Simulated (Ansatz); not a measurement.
LaTeCl, space group P4/nmm, an SCF with some post-processing

Program: Ansatz 0.2.0, Python API.

`survey_latecl.py`
```python
# -*- coding: utf-8 -*-
"""Bonding analysis of LaTeCl."""

from collections import defaultdict
from pathlib import Path
import warnings

import ansatz as az
import numpy as np
from pymatgen.analysis.ewald import EwaldSummation
from pymatgen.core import Structure


def main():
    warnings.simplefilter("ignore", az.DeckWarning)

    crystal = (
        az.Lattice.from_parameters(4.55521, 4.55521, 8.320115, alpha=90, beta=90, gamma=90)
        .space_group(129, hermann_mauguin="P4/nmm", origin_choice=1)
        .atom("La", [0.0, 0.5, 0.759102])
        .atom("Te", [0.0, 0.5, 0.361931])
        .atom("Cl", [0.0, 0.0, 0.0])
    )

    base = (
        crystal.calculation()
        .functional("pbesol")
        .occupations("Fixed")
        .kpoints(4, 4, 2)
        .density_of_states(energy_step=0.1, projected=True)
        .band_table()
        .electric_field_gradient()
        .populations()
        .bader_charges()
    )
    session = base.session()
    planned = session.plan(threads=1)
    outcome = planned.execute()
    rep = outcome.report

    print("%-22s %14.5f eV" % ("F = E - TS", rep["free_energy_ev"]))
    print("%-22s %14.5f eV" % ("E", rep["internal_energy_ev"]))
    print("%-22s %14.5f eV" % ("Harris-Foulkes", rep["harris_foulkes_ev"]))
    print("%-22s %14.5f eV" % ("Fermi level", rep["fermi_energy_ev"]))

    dos = outcome.density_of_states()
    energy = np.asarray(dos.energies_ev) - dos.fermi_ev
    projected = outcome.projected_density_of_states()
    by_shell = defaultdict(float)
    for site in projected.sites:
        for shell in site.shells:
            for part in shell.curves:
                by_shell[f"{site.species} {'spdf'[shell.l]}"] += np.sum(part.g_bin_mean_per_ev, axis=0)
    print("E - E_F  " + " ".join(f"{name:>7s}" for name in by_shell))
    for e in np.arange(-6, 6 + 0.1, 1.0):
        print(f"{e:7.1f}  " + " ".join(f"{np.interp(e, energy, curve):7.3f}" for curve in by_shell.values()))

    # band edges over the mesh points; the true edges can lie between them
    levels = np.array(rep["eigenvalues_ev"])
    filled = round(rep["n_electrons"] / 2)
    top, bottom = levels[:, filled - 1], levels[:, filled]
    print("top of band", filled, "at k =", rep["kpoints_frac"][top.argmax()], f"{top.max():.4f} eV")
    print("bottom of band", filled + 1, "at k =", rep["kpoints_frac"][bottom.argmin()], f"{bottom.min():.4f} eV")
    print(f"gap by band count {bottom.min() - top.max():.3f} eV, least direct gap {(bottom - top).min():.3f} eV")

    for row in rep["efg"]:
        print({k: round(v, 4) if isinstance(v, float) else v for k, v in row.items() if not isinstance(v, (list, dict))})

    files = Path(outcome.write_results("tables"))
    print((files / "populations.tsv").read_text())

    final = Structure(outcome.lattice.cell_ang, [s.symbol for s in outcome.lattice.sites], [s.position_frac for s in outcome.lattice.sites])
    print(final.to(fmt="poscar"))

    # point charges of the Bader values: a model, not a term of the DFT energy
    charges = [a.partial_charge_e for a in outcome.bader_charges().atoms]
    shift = sum(charges) / len(charges)
    ionic = final.copy()
    ionic.add_oxidation_state_by_site([q - shift for q in charges])
    print("Bader charges", [round(q, 3) for q in charges])
    print(f"point-charge energy {EwaldSummation(ionic).total_energy / len(ionic):.3f} eV/atom")


if __name__ == "__main__":
    main()
```

```console
$ python survey_latecl.py
F = E - TS               -28259.07928 eV
E                        -28259.07928 eV
Harris-Foulkes           -28259.07928 eV
Fermi level                   9.14097 eV
E - E_F     La s    La p    La d    La f    Te s    Te p    Te d    Cl s    Cl p
   -6.0    0.000   0.000   0.000   0.000   0.000   0.000   0.000   0.000   0.000
   -5.0    0.144   0.065   0.672   0.040   0.039   0.235   0.000   0.012   4.548
   -4.0    0.030   0.005   0.077   0.010   0.002   0.026   0.000   0.010   0.831
   -3.0    0.028   0.035   0.700   0.066   0.007   1.078   0.000   0.021   4.097
   -2.0    0.046   0.019   0.159   0.031   0.012   0.937   0.000   0.003   0.162
   -1.0    0.091   0.057   1.535   0.239   0.030   5.233   0.001   0.023   0.360
    0.0    0.001   0.000   0.001   0.003   0.000   0.035   0.000   0.000   0.003
    1.0    0.001   0.000   0.151   0.053   0.000   0.001   0.000   0.005   0.000
    2.0    0.061   0.002   1.343  28.247   0.014   0.077   0.001   0.008   0.084
    3.0    0.000   0.000   0.000   0.000   0.000   0.000   0.000   0.000   0.000
    4.0    0.000   0.000   0.000   0.000   0.000   0.000   0.000   0.000   0.000
    5.0    0.000   0.000   0.000   0.000   0.000   0.000   0.000   0.000   0.000
    6.0    0.000   0.000   0.000   0.000   0.000   0.000   0.000   0.000   0.000
top of band 34 at k = [0.0, 0.0, 0.0] 9.1410 eV
bottom of band 35 at k = [0.0, 0.0, 0.0] 9.7339 eV
gap by band count 0.593 eV, least direct gap 0.593 eV
{'site': 1, 'element': 'La', 'v_zz_1e21_v_m2': -2.1124, 'eta': 0.0, 'by_run_symmetry': 'allowed', 'electrostatic_potential_v': -9873.5681}
{'site': 2, 'element': 'La', 'v_zz_1e21_v_m2': -2.1124, 'eta': 0.0, 'by_run_symmetry': 'allowed', 'electrostatic_potential_v': -9873.5681}
{'site': 3, 'element': 'Te', 'v_zz_1e21_v_m2': -9.4973, 'eta': 0.0, 'by_run_symmetry': 'allowed', 'electrostatic_potential_v': -8649.4497}
{'site': 4, 'element': 'Te', 'v_zz_1e21_v_m2': -9.4973, 'eta': 0.0, 'by_run_symmetry': 'allowed', 'electrostatic_potential_v': -8649.4497}
{'site': 5, 'element': 'Cl', 'v_zz_1e21_v_m2': 4.726, 'eta': 0.0, 'by_run_symmetry': 'allowed', 'electrostatic_potential_v': -1779.3373}
{'site': 6, 'element': 'Cl', 'v_zz_1e21_v_m2': 4.726, 'eta': 0.0, 'by_run_symmetry': 'allowed', 'electrostatic_potential_v': -1779.3373}
# site	symbol	l	j	q
# orbitals = lowdin
# n_electrons = 68.000000
# spilling = 0.002023
# projection_atom_La: [Kr 4d10] 4f0 5s2 5p6 5d1 6s2
0	La	0_5S	-	1.977640
0	La	0_6S	-	0.462183
0	La	1_5P	-	5.987764
0	La	2_5D	-	1.824965
0	La	3_4F	-	0.241620
1	La	0_5S	-	1.977640
1	La	0_6S	-	0.462183
1	La	1_5P	-	5.987764
1	La	2_5D	-	1.824965
1	La	3_4F	-	0.241620
2	Te	0_5S	-	1.732044
2	Te	1_5P	-	4.503790
2	Te	2_4D	-	9.997241
3	Te	0_5S	-	1.732044
3	Te	1_5P	-	4.503790
3	Te	2_4D	-	9.997241
4	Cl	0_3S	-	1.841702
4	Cl	1_3P	-	5.362281
5	Cl	0_3S	-	1.841702
5	Cl	1_3P	-	5.362281

La2 Te2 Cl2
1.0
   4.5552099999999998    0.0000000000000000    0.0000000000000000
   0.0000000000000003    4.5552099999999998    0.0000000000000000
   0.0000000000000005    0.0000000000000005    8.3201149999999995
La Te Cl
2 2 2
direct
   1.0000000000000000    0.5000000000000000    0.7591020000000001 La
   0.5000000000000000    0.0000000000000000    0.2408979999999999 La
   1.0000000000000000    0.5000000000000000    0.3619310000000000 Te
   0.5000000000000000    0.0000000000000000    0.6380690000000000 Te
   1.0000000000000000    0.0000000000000000    0.0000000000000000 Cl
   0.5000000000000000    0.5000000000000000    0.0000000000000000 Cl

Bader charges [1.773, 1.773, -1.035, -1.035, -0.737, -0.737]
point-charge energy -6.000 eV/atom
```

Notes:
- Absolute energies stand on the zero of these potentials, so only differences at equal settings mean something.
- Semilocal gaps usually lie well under measured ones.
- The Fermi level of a run with fixed occupations marks the highest occupied state on its mesh, not mid-gap.
- Only differences from the Fermi energy are physical; the zero of the scale is a convention.
- Projections exist only for the shells that the potentials hold, some of them semicore, and samples at single energies can miss narrow peaks.
- Semilocal functionals put the empty 4f levels of La too low, which can move the conduction edge.
- The crystal has a gap of about 0.59 eV on the mesh; bins of finite width blur the band edges.
- The structure comes from a database of computed cells and needn't be a stable or known phase.
- Levels are Kohn-Sham eigenvalues on this mesh, without spin-orbit coupling.
- The computed bands are complete only to about 1.9 eV above the Fermi level; beyond that the density of states is undercounted.
- The script silences the warnings on its input, which a real study should read.
- Finished in 54 s on 1 thread of Intel(R) Xeon(R) Platinum 8259CL CPU @ 2.50GHz (Skylake/Cascade Lake) (shared host), peak memory 0.65 GiB.

(A comment or docstring line of the script was reworded after the run, the code is as it ran; lines on the test bed's own set-up are left out of the output.)
